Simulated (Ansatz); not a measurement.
# CdGa2O3: the cost of one run

Method: DFT PBE, scalar-relativistic, plane waves, PAW, in Ansatz 0.2.0.

3 further runs of the same task are left out: 2 that didn't finish, 1 set aside as unsound or not needed.

## (1) The system as given

It takes space group R-3m (No. 166, trigonal). The conventional cell has a = 5.043 Å, b = 5.043 Å, c = 12.800 Å, α = 90.00°, β = 90.00°, γ = 120.00°. Cd (site symmetry -3m) is surrounded by 6 O at 2.58 Å and 6 Ga at 2.96 Å. Ga (site symmetry 3m) has 3 Cd at 2.96 Å and 9 O at 3.00 to 3.02 Å and 4 Ga at 3.09 to 3.24 Å as nearest neighbours. O (site symmetry 2/m) has 4 O at 2.52 Å and 2 Cd at 2.58 Å and 6 Ga at 3.00 to 3.02 Å as nearest neighbours.

Structure file:

```cif
data_structure
_symmetry_space_group_name_H-M 'R-3m:H'
_symmetry_Int_Tables_number 166
_cell_length_a 5.0434
_cell_length_b 5.0434
_cell_length_c 12.7996
_cell_angle_alpha 90.000
_cell_angle_beta 90.000
_cell_angle_gamma 120.000
_cell_volume 281.95
loop_
_atom_site_label
_atom_site_type_symbol
_atom_site_symmetry_multiplicity
_atom_site_Wyckoff_symbol
_atom_site_fract_x
_atom_site_fract_y
_atom_site_fract_z
_atom_site_occupancy
Cd1 Cd 3 b 0.33333 0.66667 0.16667 1
Ga1 Ga 6 c 0.66667 0.33333 0.20671 1
O1 O 9 e 0.50000 0.50000 0.00000 1
```

A structure generator made this guess: species swapped into a database cell of Zr2CoMo3 (R-3m, No. 166), with Ga on the Zr sites, Cd on the Co sites and O on the Mo sites. Its size is a rough estimate.

## (2) A first look at the guess

Contents of input.yaml:

```yaml
crystal:
  lattice:
    - [2.52169625, 1.45590201, 4.26654263]
    - [-2.52169625, 1.45590201, 4.26654263]
    - [0.0, -2.91180401, 4.26654263]
  atoms:
    - { symbol: Cd, position: [0.5, 0.5, 0.5] }
    - { symbol: Ga, position: [0.87337202, 0.87337202, 0.87337202] }
    - { symbol: Ga, position: [0.12662798, 0.12662798, 0.12662798] }
    - { symbol: O, position: [0.5, 0.0, 0.5] }
    - { symbol: O, position: [0.5, 0.5, 0.0] }
    - { symbol: O, position: [0.0, 0.5, 0.5] }
basis:
  ecutwfc: 420
kpoints:
  mp_grid: { grid: [6, 6, 6] }
hamiltonian:
  xc: pbe
scf:
  occupations: { method: gaussian, width: 0.1 }
  lower_state_search: "off"
output:
  forces: true
  stress: true
  eigenvalues: true
```

Command:

```
$ ansatz run input.yaml --threads 1 --pin off --max-ram 2560MiB --backend cpu --events-out ev --progress --plain --runs-dir out
```

**Question.** How long does this run take on 1 thread of Intel Xeon at 2.70GHz, shared host, and how much memory does it need?

About 6.8 s, with a peak of 0.44 GiB.
